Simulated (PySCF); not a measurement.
# Cl2Lu (Lu(Cl)2+): the cost of one run

Computed with PySCF 2.14.0. Level: several levels, as the steps say, no spin–orbit coupling.

1 further run of the same task is left out (for a known fault of the program).

## Step 1: Where the work starts

3 atoms, charge 1, spin multiplicity 1.

Bond lengths: Lu1–Cl2 2.324 Å, Lu1–Cl3 2.324 Å. Angles: Cl2–Lu1–Cl3 113.3°.

Geometry (Å):

```xyz
3
Cl2Lu
Lu    0.0000    0.0000   -0.4547
Cl    1.9407    0.0000    0.8234
Cl   -1.9407    0.0000    0.8234
```

Formal oxidation states: Lu +3. Each metal's 14 4f electrons lie in its core potential, so multiplicities, spins and levels count the valence alone. An earlier session relaxed this geometry at PBE0, Lu lcecp-1-SVP with ECP60, Cl def2-SVP (singlet, point group C2v).

At PBE0 on the finer grid: E = -959.679811 Eh, HOMO -14.02 eV, LUMO -8.49 eV, Mulliken charge on Lu1 +1.24 e, largest force component 0.001 eV/Å. 

Levels to run: r2SCAN; TPSSh; PBE0, TZVP. Hardware: 2 threads of Arm Neoverse V2, shared host.

## Step 2: r2SCAN

Input file run.py (the lines that set the calculation):

```python
mol = gto.M(atom='''
Lu     0.00000     0.00000    -0.45475
Cl     1.94071     0.00000     0.82344
Cl    -1.94071     0.00000     0.82344''',
    basis={'Lu': 'lcecp-1-SVP', 'Cl': 'def2-SVP'},
    ecp={'Lu': 'lcecp-1-SVP'},
    charge=1, spin=0)
mf = dft.RKS(mol, xc='R2SCAN')
mf.grids.atom_grid = (75, 302)  # f atoms: unpruned, at least (60, 302)
mf = mf.density_fit()  # fitting sets: Lu AutoAux, Cl def2-universal-JKFIT
mf.conv_tol = 1e-08; mf.max_cycle = 55
mf.kernel(dm0)  # dm0: the density of the relaxed state
```

On the command line:

```bash
OMP_NUM_THREADS=2 python run.py
```

**Question.** How long does this run take on 2 threads of Arm Neoverse V2, shared host?

About 2.4 s.
